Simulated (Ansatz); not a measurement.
Run this with Ansatz's Python interface and show what comes out.

Script `run_energy.py`:
```python
"""Electronic structure of the CH5ClO2Si2 molecule."""

import json
import logging
import sys

import ansatz as az

logging.basicConfig(stream=sys.stdout, format="[%(levelname)s] %(message)s")
logger = logging.getLogger("ch5clo2si2")
logger.setLevel(logging.INFO)

BASIS_SET = "6-31G*"

GEOMETRY = """
O     1.74490   -1.76230    1.45140
C     0.51630   -1.39240    1.49870
Si    0.02250    0.37690    1.11440
Si    0.09920    0.55040   -1.16310
O    -1.14840   -0.41610   -1.87220
Cl   -0.48320    2.44310   -1.77440
H    -0.26730   -2.07970    1.76710
H    -1.25470    0.70300    1.68570
H     1.00660    1.37570    1.77620
H     1.32540    0.22560   -1.77880
H    -1.49600   -0.08130   -2.68450
"""

mol = az.Crystal.molecule()
for line in GEOMETRY.strip().splitlines():
    symbol, *xyz = line.split()
    mol = mol.atom(symbol, [float(v) for v in xyz])

setup = mol.calculation().basis(gaussian=BASIS_SET).functional(az.LibraryFunctional("B2GP-PLYP"))
print(setup.to_yaml())
try:
    data = setup.run().report
except az.AnsatzError as error:
    sys.exit(f"{type(error).__name__}: {error}")

logger.info("reference energy %16.6f eV" % data["reference_energy_ev"])
logger.info("total energy     %16.6f eV" % data["free_energy_ev"])
print("occupied (up, down):", data["n_occupied"], " virtual:", data["n_virtual"], " frozen:", data["n_frozen"])

field = data["mean_field"]
print("<S^2> =", round(abs(field["state"]["spin_squared"]), 4), " relativity:", field["relativity"])
print("passes:", field["passes"])
if "symmetry" in field:
    print("occupied orbitals by irrep:", field["symmetry"]["occupied"])
with open("ch5clo2si2.json", "w") as handle:
    json.dump({k: data[k] for k in ("free_energy_ev", "reference_energy_ev", "n_occupied", "n_virtual")}, handle, indent=1)
```

```console
$ python run_energy.py
crystal:
  periodic: [false, false, false]
  atoms:
    - { symbol: O, position_ang: [1.7449, -1.7623, 1.4514] }
    - { symbol: C, position_ang: [0.5163, -1.3924, 1.4987] }
    - { symbol: Si, position_ang: [0.0225, 0.3769, 1.1144] }
    - { symbol: Si, position_ang: [0.0992, 0.5504, -1.1631] }
    - { symbol: O, position_ang: [-1.1484, -0.4161, -1.8722] }
    - { symbol: Cl, position_ang: [-0.4832, 2.4431, -1.7744] }
    - { symbol: H, position_ang: [-0.2673, -2.0797, 1.7671] }
    - { symbol: H, position_ang: [-1.2547, 0.703, 1.6857] }
    - { symbol: H, position_ang: [1.0066, 1.3757, 1.7762] }
    - { symbol: H, position_ang: [1.3254, 0.2256, -1.7788] }
    - { symbol: H, position_ang: [-1.496, -0.0813, -2.6845] }
basis:
  gaussian:
    orbitals: "6-31G*"
hamiltonian:
  xc:
    name: B2GP-PLYP

[INFO] reference energy    -33459.966312 eV
[INFO] total energy        -33468.827565 eV
occupied (up, down): [18, 18]  virtual: [76, 76]  frozen: 18
<S^2> = 0.0  relativity: none
passes: {'evaluations': 20, 'products': 32}
occupied orbitals by irrep: [{'A': 36}, {'A': 36}]
```

It writes `ch5clo2si2.json`:
```json
{
 "free_energy_ev": -33468.82756521243,
 "reference_energy_ev": -33459.96631244308,
 "n_occupied": [
  18,
  18
 ],
 "n_virtual": [
  76,
  76
 ]
}
```

What to keep in mind:
- Total energies depend on the basis set; only differences at equal settings carry meaning.
- The geometry is a force-field or estimated start, not a minimum of this method, and the basis set is short of its limit.
- For a double hybrid the total adds scaled second-order correlation to the self-consistent reference.
- Timing: 7.7 s on 1 thread of Arm Neoverse V2 (shared host), peak memory 0.29 GiB.

(Lines on the test bed's own set-up are left out of the output.)
